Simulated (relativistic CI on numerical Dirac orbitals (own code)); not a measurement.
# Co²¹⁺: how the levels respond to the fine-structure constant and the nuclear radius

Aim: the factor q = dE/dx of each excitation energy, x = (α/α0)² − 1, by finite differences, and the field-shift factor by the mean square nuclear radius, for the lowest 30 levels.

Method: Dirac-Coulomb-Breit CI, KLI orbitals optimised for each configuration, derivatives by finite differences. Code: relativistic CI on numerical Dirac orbitals (own code) version 2.

## (1) The atom as given

| Quantity | Value |
| --- | --- |
| ion | Co²¹⁺ (Co XXII) |
| nuclear charge | 27 |
| electrons | 6 |
| isotope | A = 59 |
| first configuration | [He] 2s2 2p2 |

The outer shells:

[He] 2s2 2p2
```
[He] core
2s [↑↓]
2p [↑ ][↑ ][  ]
```

## (2) The run

Input settings:

```ini
atom Co  Z=27  charge=21  electrons=6
nucleus A=59  rms_radius_fm=3.7875
hamiltonian dirac-coulomb  breit=on  qed=off  c_scale=1
orbitals kli  potential=per-configuration
slater_scale 1
correlation none
mixing on
configurations
  [He] 2s2 2p2
  [He] 2s 2p3
  [He] 2p4
  [He] 2p3 3s
  [He] 2p3 3p
  [He] 2p3 3d
  [He] 2s2 2p 3s
  [He] 2s2 2p 3p
end
derivatives alpha2 +-0.01 radius +-1%
```

**Question.** What will these runs give? Wanted: lowest level; largest q in size, lowest 30 levels; largest K in size within the lowest configuration; largest field-shift factor among them.

As calculated:

```
                                         quantity                   value
                                     lowest level                 2p2 3P0
              largest q in size, lowest 30 levels   505200 cm⁻¹ (2p4 1S0)
largest K in size within the lowest configuration          2.60 (2p2 3P1)
            largest field-shift factor among them  -223 GHz/fm² (2p4 3P1)
```

What this shows: Among these levels the largest q belongs to 2p4 1S0, a change of configuration. The fine-structure partner 3P1 has K = 2.60, away from the 2 of a pure α² interval, since levels mix. K = 2q/E, the relative sensitivity of a level, hangs on the computed energy: between configurations that lie close it can be off by a factor of several.
